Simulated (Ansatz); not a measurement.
NiMoIrPdW under changes of volume

One of the cells (14.545 Å³/atom); the others are scaled copies at fixed shape and fractional positions:

```xyz
10
Lattice="2.7705 0.0000 0.0000 -1.3852 2.3993 0.0000 0.0000 0.0000 21.8812" Properties=species:S:1:pos:R:3 pbc="T T T"
Ni    0.0000    1.5995    0.9700
Ni    1.3852    0.7998   20.9101
Mo    1.3852    0.7998    7.4987
Mo    1.3852    0.7998   16.6997
Pd    0.0000    1.5995    9.7958
Pd    0.0000    1.5995   14.3810
Ir    0.0000    1.5995    5.2489
Ir    0.0000    1.5995   18.8288
W     1.3852    0.7998    2.9859
W     1.3852    0.7998   12.0872
```

The cell was built by a generator and needn't be a form met in nature.

| Item | Value |
| --- | --- |
| Program | Ansatz 0.2.0 |
| Functional | PBE |
| Potentials or basis | all-electron LAPW, scalar-relativistic |
| Cutoff | 273 eV (chosen from the basis error) |
| Basis error allowed | 0.003 eV/atom |
| k mesh | 8 × 8 × 2 |
| Occupations | fermi-dirac, width 0.05 eV |
| Spin | collinear spin, ferromagnetic start |
| Starting moments | [1.0, 1.0, 1.0, 1.0, 0.0, 0.0, 0.6, 0.6, 0.0, 0.0] μB |

| volume (Å³/atom) | energy over the lowest point (meV/atom) | pressure (GPa) | largest force (eV/Å) |
| --- | --- | --- | --- |
| 13.672 | ? | ? | ? |
| 13.963 | 19.91 | 11.6 | 0.398 |
| 14.254 | 4.70 | 5.4 | 0.243 |
| 14.545 | 0.00 | 0.0 | 0.146 |
| 14.836 | 4.68 | -4.9 | 0.220 |
| 15.126 | 17.71 | -9.2 | 0.289 |
| 15.417 | 38.22 | -13.1 | 0.352 |

**Question.** What does the run at 13.672 Å³/atom give?

**Answer.** Energy over the lowest point 46.90 meV/atom; pressure 18.4 GPa; largest force 0.572 eV/Å.

Worked out: A Birch-Murnaghan fit of order 3 (a polynomial in V^(-2/3)) to the other rows has its minimum at 14.54 Å³/atom with B0 = V·E''(V) = 258 GPa and B' = 4.7 at fixed shape and positions, which overstates the stiffness. It gives 46.92 meV/atom at 13.672 Å³/atom, against the run's 46.90, and -dE/dV = 18.4 GPa, against 18.4.

Energies are extrapolated to zero smearing.

Caveats: the k mesh is thin for a metal, which can move the energy by tens of meV per atom; the starting moments weren't kept.

The runs don't all hold the same shells in valence.
